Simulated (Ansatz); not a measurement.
**ClH3O3Zr: one molecule under many settings**

How do the results and run time of ClH3O3Zr respond when the settings are drawn wide?

Program: Ansatz 0.2.0, Gaussian basis. Level of theory: the settings change from run to run. These are calculated values, not measurements.

1 further run of the same task is left out (for a known fault of the program).

**1. The relaxed structure**

The structure was relaxed beforehand with PBE0-D4 in a triple-zeta def2 set. Zr takes a core potential in def2 sets; no spin-orbit term is included.

SMILES `[OH][Zr]([OH])([OH])[Cl]`, 8 atoms, charge 0, spin multiplicity 1.

Atoms are counted from 1 here; the program's logs count them from 0.

Bond lengths: O1–Zr2 1.912 Å, O1–H6 0.952 Å, Zr2–O3 1.912 Å, Zr2–O4 1.912 Å, Zr2–Cl5 2.381 Å, O3–H7 0.952 Å, O4–H8 0.952 Å. Angles: Zr2–O1–H6 165.4°, O1–Zr2–O3 110.0°, O1–Zr2–O4 110.0°, O1–Zr2–Cl5 109.0°, O3–Zr2–O4 110.0°, O3–Zr2–Cl5 109.0°, O4–Zr2–Cl5 108.9°, Zr2–O3–H7 165.3°, Zr2–O4–H8 165.4°.

**2. B97/STO-3G**

in.yaml

```yaml
crystal:
  periodic: [false, false, false]
  atoms:
    - {symbol: O, position_ang: [-1.076680, 1.423443, 0.418816]}
    - {symbol: Zr, position_ang: [0.060001, 0.067949, -0.306852]}
    - {symbol: O, position_ang: [1.713621, 0.019477, 0.651924]}
    - {symbol: O, position_ang: [-0.805069, -1.634120, -0.204553]}
    - {symbol: Cl, position_ang: [0.504834, 0.572772, -2.590487]}
    - {symbol: H, position_ang: [-1.795139, 1.911719, 0.808957]}
    - {symbol: H, position_ang: [2.436017, 0.179515, 1.251375]}
    - {symbol: H, position_ang: [-1.037575, -2.540756, -0.029201]}
basis:
  gaussian: {orbitals: STO-3G}
hamiltonian: {xc: {name: B97}}
output: {forces: true}
```

On the command line:

```console
> ansatz run in.yaml --threads 4 --pin off --events-out ev --progress --plain --max-ram 10444MiB
```

The log of the run, shortened:

```text
Functional definition: B97
  name "B97"
  cite "Becke, J. Chem. Phys. 107, 8554 (1997) doi:10.1063/1.475007"
[...]
      + integral(e_c_pw_opposite_spin*poly(b97_u_opposite, cos0, cos1, cos2))
686 factors; integrals over basis functions are off by at most 5.1e-5 eV
[...]
mean field -113866.42008206 eV, -4184.5137565841 hartree, gradient 1.0e-5 eV, S^2 0.000000; 0 other end points of the search recorded, 0 dependent functions left out
[...]
reference -113866.42009851 eV, -4184.5137571887 hartree; 42, 42 occupied and 12, 12 virtual orbitals, 686 factors
Total energy: -113866.42009851 eV, -4184.5137571887 hartree
Atom 0 at    -1.076680     1.423443     0.418816 Å, force     3.397418    -2.690124    -2.013617 eV/Å
Atom 1 at     0.060001     0.067949    -0.306852 Å, force    -0.279735    -0.317391     1.431630 eV/Å
Atom 2 at     1.713621     0.019477     0.651924 Å, force    -3.741786    -0.514068    -2.926912 eV/Å
Atom 3 at    -0.805069    -1.634120    -0.204553 Å, force     1.469224     4.477125    -0.801237 eV/Å
Atom 4 at     0.504834     0.572772    -2.590487 Å, force    -0.016212    -0.018380     0.084241 eV/Å
Atom 5 at    -1.795139     1.911719     0.808957 Å, force    -2.519281     1.676512     1.411237 eV/Å
Atom 6 at     2.436017     0.179515     1.251375 Å, force     2.497792     0.556364     2.144754 eV/Å
Atom 7 at    -1.037575    -2.540756    -0.029201 Å, force    -0.807420    -3.170039     0.669904 eV/Å
Dipole moment:    -0.193190    -0.218911     0.989067 e Å
```

It took 3.5 s on 4 threads of Arm Neoverse N1, shared host.

Largest force 4.780 eV/Å, dipole 4.95 D.

**3. CAM-B3LYP/def2-TZVPP**

Options: D3(BJ) with three-body dispersion, high accuracy.

Changes to in.yaml since step 2:

```diff
@@ -12,4 +12,4 @@
 basis:
-  gaussian: {orbitals: STO-3G}
-hamiltonian: {xc: {name: B97}}
-output: {forces: true}
+  gaussian: {orbitals: def2-TZVPP}
+hamiltonian: {xc: {name: CAM-B3LYP}, dispersion: d3bjatm}
+accuracy: high
```

Launched as before.

The log of the run, shortened:

```text
Functional definition: CAM-B3LYP
  name "CAM-B3LYP"
  cite "Yanai, Tew & Handy, Chem. Phys. Lett. 393, 51 (2004) doi:10.1016/j.cplett.2004.06.011"
  cite "Iikura, Tsuneda, Yanai & Hirao, J. Chem. Phys. 115, 3540 (2001) doi:10.1063/1.1383587"
  cite "Becke, Phys. Rev. A 38, 3098 (1988) doi:10.1103/PhysRevA.38.3098"
  cite "Lee, Yang & Parr, Phys. Rev. B 37, 785 (1988) doi:10.1103/PhysRevB.37.785"
  cite "Vosko, Wilk & Nusair, Can. J. Phys. 58, 1200 (1980) doi:10.1139/p80-159"
[...]
  # Exact exchange under (alpha + beta erf(omega r))/r, Becke's under what is left of 1/r.
[...]
3828 factors; integrals over basis functions are off by at most 3.1e-8 eV
592 factors; integrals over basis functions are off by at most 1.9e-9 eV
[...]
mean field -20001.87038626 eV, -735.0551789403 hartree, gradient 5.5e-8 eV, S^2 0.000000; 0 other end points of the search recorded, 0 dependent functions left out
reference -20001.87041107 eV, -735.0551798523 hartree; 28, 28 occupied and 205, 205 virtual orbitals, 3828 factors
Total energy: -20002.02328892 eV, -735.0607980095 hartree
```

It took 23 s on 4 threads of Arm Neoverse N1, shared host; peak memory 1.6 GiB.

**4. PBEsol/x2c-TZVPPall**

Changes to in.yaml since step 3:

```diff
@@ -12,4 +12,4 @@
 basis:
-  gaussian: {orbitals: def2-TZVPP}
-hamiltonian: {xc: {name: CAM-B3LYP}, dispersion: d3bjatm}
-accuracy: high
+  gaussian: {orbitals: x2c-TZVPPall}
+hamiltonian: {xc: {name: PBEsol}}
+output: {forces: true}
```

Launched as before.

The log of the run, shortened:

```text
Functional definition: PBEsol
  name "PBEsol"
  cite "Perdew et al., Phys. Rev. Lett. 100, 136406 (2008) doi:10.1103/PhysRevLett.100.136406"
  cite "Perdew, Burke & Ernzerhof, Phys. Rev. Lett. 77, 3865 (1996) doi:10.1103/PhysRevLett.77.3865"
  parent pbesol
[...]
1466 factors; their error is unknown
[...]
mean field -116567.10114329 eV, -4283.7619549970 hartree, gradient 3.8e-5 eV, S^2 0.000000; 0 other end points of the search recorded, 0 dependent functions left out
[...]
reference -116567.10121872 eV, -4283.7619577691 hartree; 42, 42 occupied and 214, 214 virtual orbitals, 1466 factors
Total energy: -116567.10121872 eV, -4283.7619577691 hartree
Relativity: scalar
Atom 0 at    -1.076680     1.423443     0.418816 Å, force     0.460131    -0.292684    -0.250212 eV/Å
Atom 1 at     0.060001     0.067949    -0.306852 Å, force     0.015715     0.018054    -0.081342 eV/Å
Atom 2 at     1.713621     0.019477     0.651924 Å, force    -0.444827    -0.111191    -0.386904 eV/Å
Atom 3 at    -0.805069    -1.634120    -0.204553 Å, force     0.133632     0.571996    -0.121893 eV/Å
Atom 4 at     0.504834     0.572772    -2.590487 Å, force    -0.016917    -0.019136     0.087272 eV/Å
Atom 5 at    -1.795139     1.911719     0.808957 Å, force    -0.455200     0.294553     0.249344 eV/Å
Atom 6 at     2.436017     0.179515     1.251375 Å, force     0.444323     0.106775     0.383674 eV/Å
Atom 7 at    -1.037575    -2.540756    -0.029201 Å, force    -0.136856    -0.568366     0.120062 eV/Å
Dipole moment:    -0.144620    -0.163752     0.739354 e Å
```

Run time: 6.5 s. Hardware: 4 threads of Arm Neoverse N1, shared host; peak memory 0.4 GiB.

Largest force 0.600 eV/Å, dipole 3.70 D.

**5. B2GP-PLYP/def2-mTZVP**

Changes to in.yaml since step 4:

```diff
@@ -12,4 +12,4 @@
 basis:
-  gaussian: {orbitals: x2c-TZVPPall}
-hamiltonian: {xc: {name: PBEsol}}
+  gaussian: {orbitals: def2-mTZVP}
+hamiltonian: {xc: {name: B2GP-PLYP}}
 output: {forces: true}
```

Same command.

The log of the run, shortened:

```text
Functional definition: B2GP-PLYP
  name "B2GP-PLYP"
  cite "Karton, Tarnopolsky, Lamère, Schatz & Martin, J. Phys. Chem. A 112, 12868 (2008) doi:10.1021/jp801805p"
  cite "Becke, Phys. Rev. A 38, 3098 (1988) doi:10.1103/PhysRevA.38.3098"
  cite "Lee, Yang & Parr, Phys. Rev. B 37, 785 (1988) doi:10.1103/PhysRevB.37.785"
[...]
1315 factors; integrals over basis functions are off by at most 9.3e-4 eV
[...]
mean field -19976.11900114 eV, -734.1088329921 hartree, gradient 2.3e-6 eV, S^2 0.000000; 0 other end points of the search recorded, 0 dependent functions left out
8 core orbitals not correlated: weight in the atoms' cores, before any rotation towards them, 1.000 or more for the frozen orbitals, at most 0.000 for the correlated occupied ones
reference -19976.11914747 eV, -734.1088383696 hartree; 20, 20 occupied and 108, 108 virtual orbitals, 1315 factors
second order -32.17267342 eV of doubles, -0.00000000 eV of singles
[...]
Total energy: -19987.70130990 eV, -734.5344749883 hartree
Atom 0 at    -1.076680     1.423443     0.418816 Å, force    -0.032787     0.306692     0.063957 eV/Å
Atom 1 at     0.060001     0.067949    -0.306852 Å, force     0.020305     0.023288    -0.105030 eV/Å
Atom 2 at     1.713621     0.019477     0.651924 Å, force     0.282630    -0.136851     0.026678 eV/Å
Atom 3 at    -0.805069    -1.634120    -0.204553 Å, force    -0.250336    -0.171157    -0.083428 eV/Å
Atom 4 at     0.504834     0.572772    -2.590487 Å, force     0.080598     0.091498    -0.413080 eV/Å
Atom 5 at    -1.795139     1.911719     0.808957 Å, force    -0.310395     0.146257     0.157001 eV/Å
Atom 6 at     2.436017     0.179515     1.251375 Å, force     0.255397     0.102400     0.258060 eV/Å
Atom 7 at    -1.037575    -2.540756    -0.029201 Å, force    -0.045412    -0.362127     0.095844 eV/Å
Dipole moment:    -0.153735    -0.174089     0.786142 e Å
```

Run time: 12 s. Hardware: 4 threads of Arm Neoverse N1, shared host; peak memory 0.51 GiB.

Largest force 0.431 eV/Å, dipole 3.94 D.

**6. rPW86-PBE/STO-3G**

This run has multiplicity 3, D3(BJ) with three-body dispersion.

Changes to in.yaml since step 5:

```diff
@@ -12,4 +12,4 @@
 basis:
-  gaussian: {orbitals: def2-mTZVP}
-hamiltonian: {xc: {name: B2GP-PLYP}}
-output: {forces: true}
+  gaussian: {orbitals: STO-3G}
+magnetization: {spin_polarized: true, initial_magnetization: 2}
+hamiltonian: {xc: {name: rPW86-PBE}, dispersion: d3bjatm}
```

Same command.

The log of the run, shortened:

```text
Functional definition: rPW86-PBE
  name "rPW86-PBE"
  cite "Murray, Lee & Langreth, J. Chem. Theory Comput. 5, 2754 (2009) doi:10.1021/ct900365q"
  cite "Perdew, Burke & Ernzerhof, Phys. Rev. Lett. 77, 3865 (1996) doi:10.1103/PhysRevLett.77.3865"
  parent pbe
[...]
686 factors; integrals over basis functions are off by at most 5.1e-5 eV
[...]
mean field -113910.04184349 eV, -4186.1168267488 hartree, gradient 9.7e-6 eV, S^2 2.002162; 20 other end points of the search recorded, 0 dependent functions left out
reference -113910.04192264 eV, -4186.1168296575 hartree; 43, 41 occupied and 11, 13 virtual orbitals, 686 factors
Total energy: -113910.20160019 eV, -4186.1226976990 hartree
```

Run time: 45 s. Hardware: 4 threads of Arm Neoverse N1, shared host; peak memory 0.29 GiB.

⟨S²⟩ 2.002.

**7. wPBEh/STO-3G**

Options: charge +1, multiplicity 2, a point charge of 0.50 e beside it, relativity set to scalar.

Changes to in.yaml since step 6:

```diff
@@ -12,4 +12,5 @@
 basis:
-  gaussian: {orbitals: STO-3G}
-magnetization: {spin_polarized: true, initial_magnetization: 2}
-hamiltonian: {xc: {name: rPW86-PBE}, dispersion: d3bjatm}
+  gaussian: {orbitals: STO-3G, point_charges: [{charge: 0.50, position_ang: [7.145, 0.008, -0.880]}]}
+total_charge: 1
+magnetization: {spin_polarized: true, initial_magnetization: 1}
+hamiltonian: {xc: {name: wPBEh}, pseudopotentials: {relativity: scalar}}
```

The command is unchanged.

The log of the run, shortened:

```text
Functional definition: wPBEh
  name "wPBEh"
  cite "Heyd, Scuseria & Ernzerhof, J. Chem. Phys. 118, 8207 (2003) doi:10.1063/1.1564060"
  cite "Krukau, Vydrov, Izmaylov & Scuseria, J. Chem. Phys. 125, 224106 (2006) doi:10.1063/1.2404663"
  cite "Heyd & Scuseria, J. Chem. Phys. 120, 7274 (2004) doi:10.1063/1.1668634"
  cite "Ernzerhof & Perdew, J. Chem. Phys. 109, 3313 (1998) doi:10.1063/1.476928"
  cite "Perdew, Burke & Ernzerhof, Phys. Rev. Lett. 77, 3865 (1996) doi:10.1103/PhysRevLett.77.3865"
  parent pbe
[...]
684 factors; integrals over basis functions are off by at most 6.8e-5 eV
88 factors; integrals over basis functions are off by at most 1.8e-7 eV
[...]
mean field -115034.64797535 eV, -4227.4453398093 hartree, gradient 2.8e-6 eV, S^2 0.776812; 8 other end points of the search recorded, 0 dependent functions left out
reference -115034.64800473 eV, -4227.4453408889 hartree; 42, 41 occupied and 12, 13 virtual orbitals, 684 factors
Total energy: -115034.64800473 eV, -4227.4453408889 hartree
Relativity: scalar
```

It took 19 s on 4 threads of Arm Neoverse N1, shared host; peak memory 0.27 GiB.

⟨S²⟩ 0.777.

**8. wPBEh/STO-3G**

Changes to in.yaml since step 7:

```diff
@@ -12,5 +12,4 @@
 basis:
-  gaussian: {orbitals: STO-3G, point_charges: [{charge: 0.50, position_ang: [7.145, 0.008, -0.880]}]}
-total_charge: 1
-magnetization: {spin_polarized: true, initial_magnetization: 1}
-hamiltonian: {xc: {name: wPBEh}, pseudopotentials: {relativity: scalar}}
+  gaussian: {orbitals: STO-3G}
+hamiltonian: {xc: {name: wPBEh}}
+output: {forces: true}
```

Same command.

The log of the run, shortened:

```text
Functional definition: wPBEh
  name "wPBEh"
  cite "Heyd, Scuseria & Ernzerhof, J. Chem. Phys. 118, 8207 (2003) doi:10.1063/1.1564060"
  cite "Krukau, Vydrov, Izmaylov & Scuseria, J. Chem. Phys. 125, 224106 (2006) doi:10.1063/1.2404663"
  cite "Heyd & Scuseria, J. Chem. Phys. 120, 7274 (2004) doi:10.1063/1.1668634"
  cite "Ernzerhof & Perdew, J. Chem. Phys. 109, 3313 (1998) doi:10.1063/1.476928"
  cite "Perdew, Burke & Ernzerhof, Phys. Rev. Lett. 77, 3865 (1996) doi:10.1103/PhysRevLett.77.3865"
  parent pbe
[...]
686 factors; integrals over basis functions are off by at most 5.1e-5 eV
88 factors; integrals over basis functions are off by at most 1.8e-7 eV
[...]
mean field -113856.21056072 eV, -4184.1385635951 hartree, gradient 6.1e-5 eV, S^2 0.000000; 0 other end points of the search recorded, 0 dependent functions left out
[...]
reference -113856.21058944 eV, -4184.1385646507 hartree; 42, 42 occupied and 12, 12 virtual orbitals, 686 factors
Total energy: -113856.21058944 eV, -4184.1385646507 hartree
Atom 0 at    -1.076680     1.423443     0.418816 Å, force     3.413079    -2.807436    -2.042940 eV/Å
Atom 1 at     0.060001     0.067949    -0.306852 Å, force    -0.298369    -0.338434     1.526798 eV/Å
Atom 2 at     1.713621     0.019477     0.651924 Å, force    -3.850929    -0.461999    -2.942725 eV/Å
Atom 3 at    -0.805069    -1.634120    -0.204553 Å, force     1.565821     4.546099    -0.773878 eV/Å
Atom 4 at     0.504834     0.572772    -2.590487 Å, force    -0.064489    -0.073170     0.332080 eV/Å
Atom 5 at    -1.795139     1.911719     0.808957 Å, force    -2.318835     1.538097     1.301824 eV/Å
Atom 6 at     2.436017     0.179515     1.251375 Å, force     2.294335     0.512950     1.977322 eV/Å
Atom 7 at    -1.037575    -2.540756    -0.029201 Å, force    -0.740611    -2.916106     0.621518 eV/Å
Dipole moment:    -0.196817    -0.223022     1.007656 e Å
```

Wall time 1.9 s (4 threads of Arm Neoverse N1, shared host).

Largest force 4.870 eV/Å, dipole 5.05 D.

**9. wPBEh/def2-mTZVP**

Options: density fitting with def2-universal-jkfit, the search for lower states set to light.

Changes to in.yaml since step 8:

```diff
@@ -12,4 +12,4 @@
 basis:
-  gaussian: {orbitals: STO-3G}
+  gaussian: {orbitals: def2-mTZVP, fitting: {mean_field: def2-universal-jkfit}}
 hamiltonian: {xc: {name: wPBEh}}
-output: {forces: true}
+scf: {lower_state_search: light}
```

The command is unchanged.

The log of the run, shortened:

```text
Functional definition: wPBEh
  name "wPBEh"
  cite "Heyd, Scuseria & Ernzerhof, J. Chem. Phys. 118, 8207 (2003) doi:10.1063/1.1564060"
  cite "Krukau, Vydrov, Izmaylov & Scuseria, J. Chem. Phys. 125, 224106 (2006) doi:10.1063/1.2404663"
  cite "Heyd & Scuseria, J. Chem. Phys. 120, 7274 (2004) doi:10.1063/1.1668634"
  cite "Ernzerhof & Perdew, J. Chem. Phys. 109, 3313 (1998) doi:10.1063/1.476928"
  cite "Perdew, Burke & Ernzerhof, Phys. Rev. Lett. 77, 3865 (1996) doi:10.1103/PhysRevLett.77.3865"
  parent pbe
[...]
668 factors; integrals over basis functions are off by at most 9.2e-1 eV
668 factors; integrals over basis functions are off by at most 1.9e-7 eV
[...]
mean field -19992.93368161 eV, -734.7267611022 hartree, gradient 1.4e-5 eV, S^2 0.000000; 0 other end points of the search recorded, 0 dependent functions left out
reference -19992.93375665 eV, -734.7267638598 hartree; 28, 28 occupied and 108, 108 virtual orbitals, 668 factors
Total energy: -19992.93375665 eV, -734.7267638598 hartree
```

It took 3 s on 4 threads of Arm Neoverse N1, shared host; peak memory 0.34 GiB.

**10. The runs in one table**

```
               level  charge  multiplicity               geometry  functions  energy (eV)   time
          B97/STO-3G       0             1                relaxed         54  -113866.420  3.5 s
CAM-B3LYP/def2-TZVPP       0             1                relaxed        233   -20002.023   23 s
 PBEsol/x2c-TZVPPall       0             1                relaxed        256  -116567.101  6.5 s
B2GP-PLYP/def2-mTZVP       0             1                relaxed        136   -19987.701   12 s
    rPW86-PBE/STO-3G       0             3                relaxed         54  -113910.202   45 s
        wPBEh/STO-3G       1             2  relaxed, point charge         54  -115034.648   19 s
        wPBEh/STO-3G       0             1                relaxed         54  -113856.211  1.9 s
    wPBEh/def2-mTZVP       0             1                relaxed        136   -19992.934    3 s
```

**11. What came out**

| quantity | value |
| --- | --- |
| runs | 8 |
| quickest | wPBEh/STO-3G, 1.9 s |
| slowest | rPW86-PBE/STO-3G, 45 s |
| spread of total energies, same state and geometry | 96579.4 eV |
| dipole, same state and geometry | 3.70 to 5.05 D |

What this shows: Run time spans a factor of 23, from wPBEh/STO-3G to rPW86-PBE/STO-3G. The jobs differ in tasks and options as well as level. The totals spread over 96579 eV; they can't be compared across methods or bases. Some of these runs are scalar-relativistic and others not, which shifts the totals of all-electron atoms past neon by eV; core potentials, where a basis has them, take the core out of the total altogether. At the PBE0-D4/def2-TZVP geometry and in the same state, runs without warnings or point charges leave forces up to 4.87 eV/Å (wPBEh/STO-3G). At that geometry and state the dipole changes by 36 % between the lowest and highest value.
